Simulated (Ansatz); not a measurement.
# CH₄MgO₂: one species, many methods

One table from this session's results is given with a row withheld; the runs are named, their logs left out.

Computed with Ansatz 0.2.0, Gaussian basis. Level: functionals in def2-TZVPP, the program's frozen cores in correlated methods.

Levels to be run: LDA (SPW92), PBE-D4, revPBE-D4, BLYP-D4, r2SCAN-D4, B97M-V, PBE0-D4, B3LYP-D4, r2SCANh-D4, r2SCAN0-D4, HSE06-D4, BHLYP-D4, CAM-B3LYP-D4, LC-ωPBE, ωB97X-V, ωB97M-V, B2PLYP, PBE-QIDH; CCSD(T)/def2-SVP; CCSD(T)/def2-TZVPP; CCSD(T)/def2-QZVPP; extrapolation to the limit; RPA on PBE.

**Structure used throughout**

All runs share one geometry, relaxed beforehand with PBE0-D4 in a triple-zeta def2 set.

8 atoms, charge 0, spin multiplicity 1.

Atoms are counted from 1 here; the program's logs count them from 0.

Bond lengths: C1–O2 1.376 Å, C1–H5 1.100 Å, C1–H6 1.100 Å, C1–H7 1.100 Å, O2–Mg3 1.757 Å, Mg3–O4 1.765 Å, O4–H8 0.948 Å. Angles: O2–C1–H5 111.8°, O2–C1–H6 111.8°, O2–C1–H7 111.8°, H5–C1–H6 107.1°, H5–C1–H7 107.1°, H6–C1–H7 107.1°, C1–O2–Mg3 179.6°, O2–Mg3–O4 177.4°, Mg3–O4–H8 155.9°.

Set-up of the first run:

The input, in.yaml:

```yaml
crystal:
  periodic: [false, false, false]
  atoms:
    - {symbol: C, position_ang: [0.070604, 1.600991, -0.681751]}
    - {symbol: O, position_ang: [0.035432, 0.333002, -0.149478]}
    - {symbol: Mg, position_ang: [0.003427, -1.286825, 0.530685]}
    - {symbol: O, position_ang: [0.051142, -2.913331, 1.215080]}
    - {symbol: H, position_ang: [1.101311, 1.966116, -0.799227]}
    - {symbol: H, position_ang: [-0.457764, 2.325634, -0.045156]}
    - {symbol: H, position_ang: [-0.400605, 1.640004, -1.674712]}
    - {symbol: H, position_ang: [-0.311447, -3.722690, 1.548757]}
basis:
  gaussian: {orbitals: def2-TZVPP}
hamiltonian: {xc: lda}
output: {orbitals: {seedname: orbitals}}
```

Started as:

```sh
> ansatz run in.yaml --threads 2 --pin off --events-out ev --progress --plain --max-ram 22528MiB --backend cpu
```

Steps of the session up to this table: LDA; PBE-D4 (GGA); revPBE-D4 (GGA); BLYP-D4 (GGA); r2SCAN-D4 (meta-GGA); B97M-V (meta-GGA); B3LYP-D4 (hybrid); r2SCANh-D4 (hybrid); r2SCAN0-D4 (hybrid); HSE06-D4 (hybrid); BHLYP-D4 (hybrid); CAM-B3LYP-D4 (range-separated); LC-ωPBE (range-separated); ωB97X-V (range-separated); ωB97M-V (range-separated); B2PLYP (double hybrid); PBE-QIDH (double hybrid).

One of the session's tables, all rows but one given; the rest of the session is left out.

It belongs to the step «Frontier levels by functional». 

| functional | HOMO (eV) | gap (eV) |
| --- | --- | --- |
| LDA (SPW92) | -5.78 | 3.79 |
| PBE-D4 | -5.62 | 3.81 |
| revPBE-D4 | -5.55 | 3.87 |
| BLYP-D4 | -5.56 | 3.73 |
| r2SCAN-D4 | -5.89 | 4.63 |
| B97M-V | -5.98 | 4.23 |
| PBE0-D4 | -7.11 | 6.07 |
| B3LYP-D4 | ? | ? |
| r2SCANh-D4 | -6.46 | 5.42 |
| r2SCAN0-D4 | -7.32 | 6.60 |
| HSE06-D4 | -6.71 | 5.30 |
| BHLYP-D4 | -8.60 | 8.09 |
| CAM-B3LYP-D4 | -8.61 | 8.25 |
| LC-ωPBE | -9.94 | 10.75 |
| ωB97X-V | -9.61 | 10.23 |
| ωB97M-V | -9.56 | 9.76 |

Q: Estimate the row for B3LYP-D4 from the others.

Worked estimate for «HOMO (eV)». Against the share of exact exchange, BLYP-D4 (0, -5.56), BHLYP-D4 (0.5, -8.60) give a slope of -6.08 per unit share; at 0.2 the line stands at -6.78.

The run gave: HOMO (eV): -6.91; gap (eV): 5.53. In «HOMO (eV)» the line misses by +0.13.
